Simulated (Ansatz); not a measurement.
# Pt: the cost of one run

Program: Ansatz 0.2.0. Level of theory: DFT PBEsol, scalar-relativistic, plane waves, PAW. These are calculated values, not measurements.

## 1. The system as given

It takes space group P6_3/mmc (No. 194, hexagonal). The conventional cell has a = 2.761 Å, b = 2.761 Å, c = 4.792 Å, α = 90.00°, β = 90.00°, γ = 120.00°. Pt (site symmetry -6m2) is surrounded by 12 Pt at 2.76 to 2.88 Å.

Coordinates:

```
Pt
1.0
     2.76067    0.00000    0.00000
    -1.38033    2.39081    0.00000
     0.00000    0.00000    4.79213
Pt
2
Direct
  0.66667 0.33333 0.75000
  0.33333 0.66667 0.25000
```

It goes back to an entry of the Materials Project, which need not be the stable form.

No relaxation comes first: the listed cell is the starting point.

## 2. Zero of energy

Reference values: F = -24767.4853 eV; pressure -10.79 GPa; largest force 0.000 eV/Å; gap on the mesh none (metal). It was computed beforehand with the settings of the runs below.

## 3. Next: an axial (c/a) deformation path

At fixed volume and fractional coordinates, lengths along (0.000, 0.000, 1.000) are scaled against those across it; ρ is that ratio over its starting value.

## 4. Point ρ = 0.850

input.yaml

```yaml
crystal:
  lattice:
    - [2.9143441186, 0.0, 0.0]
    - [-1.4571720593, 2.5238960421, 0.0]
    - [0.0, 0.0, 4.3000638469]
  atoms:
    - { symbol: Pt, position: [0.6666666667, 0.3333333333, 0.75] }
    - { symbol: Pt, position: [0.3333333333, 0.6666666667, 0.25] }
basis:
  ecutwfc: 420
kpoints:
  mp_grid: { grid: [24, 24, 12] }
hamiltonian:
  xc: pbesol
scf:
  occupations: { method: gaussian, width: 0.15 }
output:
  forces: true
  stress: true
  eigenvalues: true
```

The run is started by

```sh
ansatz run input.yaml --threads 1 --pin off --max-ram 2560MiB --backend cpu --events-out ev --progress --plain --runs-dir out
```

What time and memory should one allow on 1 thread of Intel Xeon at 2.70GHz, shared host?

About 14 s, with a peak of 0.51 GiB.
